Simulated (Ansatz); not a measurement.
**C₃H₄F₄O: up Jacob's ladder to CCSD(T)**

How much do the methods differ for C₃H₄F₄O? The plan is to run it at one geometry with functionals of several rungs and with coupled cluster, and see how far each lands from CCSD(T) at the basis-set limit for the atomisation energy.

Program: Ansatz 0.2.0, Gaussian basis. Level of theory: functionals in def2-TZVPP, the program's frozen cores in correlated methods. These are calculated values, not measurements.

The runs, in order: PBE-D4, r2SCAN-D4, PBE0-D4, B3LYP-D4, ωB97X-V, ωB97M-V, B2PLYP; CCSD(T)/def2-TZVPP; MP2/def2-QZVPP; extrapolation to the limit.

## Step 1: Structure used throughout

All runs share one geometry, relaxed beforehand with PBE0-D4 in a triple-zeta def2 set.

SMILES `FCC(F)OC(F)F`, 12 atoms, charge 0, spin multiplicity 1.

Atoms are counted from 1 here; the program's logs count them from 0.

Bond lengths: F1–C2 1.372 Å, C2–C3 1.509 Å, C2–H9 1.092 Å, C2–H10 1.093 Å, C3–F4 1.371 Å, C3–O5 1.381 Å, C3–H11 1.098 Å, O5–C6 1.367 Å, C6–F7 1.334 Å, C6–F8 1.345 Å, C6–H12 1.097 Å. Angles: F1–C2–C3 109.2°, F1–C2–H9 109.2°, F1–C2–H10 109.4°, C3–C2–H9 109.3°, C3–C2–H10 109.6°, H9–C2–H10 110.2°, C2–C3–F4 107.8°, C2–C3–O5 108.7°, C2–C3–H11 111.6°, F4–C3–O5 110.3°, F4–C3–H11 107.6°, O5–C3–H11 110.9°, C3–O5–C6 116.6°, O5–C6–F7 107.2°, O5–C6–F8 110.8°, O5–C6–H12 112.6°, F7–C6–F8 107.6°, F7–C6–H12 110.0° and more.

As a file:

| atom | x (Å) | y (Å) | z (Å) |
| --- | --- | --- | --- |
| F1 | 1.22400 | -0.06228 | -2.05566 |
| C2 | 1.57123 | 0.33132 | -0.78782 |
| C3 | 0.31878 | 0.52111 | 0.03279 |
| F4 | 0.67599 | 1.12716 | 1.20926 |
| O5 | -0.23876 | -0.71772 | 0.28304 |
| C6 | -1.56394 | -0.73684 | 0.61888 |
| F7 | -2.03831 | -1.93929 | 0.28825 |
| F8 | -1.72143 | -0.58809 | 1.94651 |
| H9 | 2.11329 | 1.27801 | -0.84185 |
| H10 | 2.19793 | -0.43721 | -0.32868 |
| H11 | -0.40005 | 1.17815 | -0.47351 |
| H12 | -2.13875 | 0.04568 | 0.10879 |

## Step 2: PBE-D4 (GGA)

Contents of in.yaml:

```yaml
crystal:
  periodic: [false, false, false]
  atoms:
    - {symbol: F, position_ang: [1.223998, -0.062281, -2.055659]}
    - {symbol: C, position_ang: [1.571228, 0.331319, -0.787817]}
    - {symbol: C, position_ang: [0.318785, 0.521113, 0.032785]}
    - {symbol: F, position_ang: [0.675992, 1.127164, 1.209258]}
    - {symbol: O, position_ang: [-0.238762, -0.717718, 0.283039]}
    - {symbol: C, position_ang: [-1.563935, -0.736842, 0.618884]}
    - {symbol: F, position_ang: [-2.038313, -1.939289, 0.288246]}
    - {symbol: F, position_ang: [-1.721432, -0.588092, 1.946508]}
    - {symbol: H, position_ang: [2.113288, 1.278006, -0.841852]}
    - {symbol: H, position_ang: [2.197933, -0.437210, -0.328677]}
    - {symbol: H, position_ang: [-0.400052, 1.178154, -0.473511]}
    - {symbol: H, position_ang: [-2.138750, 0.045677, 0.108785]}
basis:
  gaussian: {orbitals: def2-TZVPP}
hamiltonian: {xc: pbe, dispersion: d4}
output: {forces: true, orbitals: {seedname: orbitals}}
```

The run is started by

```console
> ansatz run in.yaml --threads 2 --pin off --events-out ev --progress --plain --max-ram 22528MiB --backend cuda --devices 0, --max-vram 18GiB
```

Further steps of the session: r2SCAN-D4 (meta-GGA); PBE0-D4 (hybrid); B3LYP-D4 (hybrid); ωB97X-V (range-separated); ωB97M-V (range-separated); B2PLYP (double hybrid); CCSD(T) in def2-TZVPP; MP2 in def2-QZVPP.

Q: Predict the results of all the runs planned. Wanted: atomisation energy, CCSD(T)/CBS; farthest; mean size of error, hybrid; mean size of error, range-separated; gap, smallest and largest; T1 diagnostic; triples share of the correlation energy.

**Answer**, as computed:

| quantity | value |
| --- | --- |
| atomisation energy, CCSD(T)/CBS | 1149.8 kcal/mol |
| functionals within 5.7 kcal/mol (0.5 %) | B3LYP-D4, ωB97X-V, ωB97M-V |
| farthest | PBE-D4 (+47.4 kcal/mol) |
| mean size of error, hybrid | 6.3 kcal/mol |
| mean size of error, range-separated | 5.2 kcal/mol |
| gap, smallest and largest | 8.37 eV (PBE-D4), 15.62 eV (ωB97X-V) |
| T1 diagnostic | 0.0119 |
| triples share of the correlation energy | 3.3 % |

**Reading.** PBE-D4 misses by +47.4 kcal/mol. Double hybrids carry the basis error of their MP2 part in triple zeta, and no dispersion term here, so their miss is partly the set-up's. Misses under about 5.7 kcal/mol are within the doubt on the reference itself, which lacks core-valence correlation, relativity and higher excitations. Hartree-Fock recovers 69 % of the binding; the rest is correlation. The gap grows from 8.4 to 15.6 eV across the functionals, mostly with the share of exact exchange.
